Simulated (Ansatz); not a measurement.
# FGa: a test of scalar relativity

Program: Ansatz 0.2.0, Python API.

Run as a notebook:

In [1]:
```python
import warnings

import ansatz as az
import numpy as np
```

In [2]:
```python
warnings.simplefilter("ignore", az.DeckWarning)
```

In [3]:
```python
geometry_ang = [
    ("Ga", (0.0, 0.0, 0.0)),
    ("F", (0.0, 0.0, 1.82)),
]
mol = az.Crystal.molecule()
for symbol, xyz in geometry_ang:
    mol = mol.atom(symbol, xyz)
```

In [4]:
```python
calculation = mol.calculation().functional("PBE").forces()
# a set contracted for a scalar-relativistic Hamiltonian goes with the relativistic run
sets = {"none": "cc-pVTZ", "scalar": "cc-pVTZ-DK"}
found = {kind: calculation.basis(gaussian=basis).pseudopotentials(relativity=kind).run(threads=1).report for kind, basis in sets.items()}
for kind, each in found.items():
    dipole = 4.803205 * np.linalg.norm(each["charge_distribution"]["dipole_moment_e_ang"])
    print(f"{kind:7s} E = {each['free_energy_ev']:.4f} eV  dipole {dipole:.3f} D  largest force component {np.abs(each['forces_ev_ang']).max():.4f} eV/A")
print(f"relativity lowers the total energy by {found['none']['free_energy_ev'] - found['scalar']['free_energy_ev']:.3f} eV")
```
```text
none    E = -55087.8913 eV  dipole 2.163 D  largest force component 0.2575 eV/A
scalar  E = -55607.7584 eV  dipole 2.245 D  largest force component 0.2326 eV/A
relativity lowers the total energy by 519.867 eV
```

The total moves by -519.9 eV, nearly all in the cores, and the dipole from 2.16 to 2.25 D.

Total energies depend on the basis set; only differences at equal settings carry meaning. The geometry is a force-field or estimated start, not a minimum of this method. The basis set changes with the Hamiltonian (a set recontracted for scalar relativity), and most of the change in the total lies in the cores. The spin state was assumed, and another may lie lower. Run time: 2.6 s on 1 thread of Arm Neoverse V1, on a shared host, peak memory 0.18 GiB.
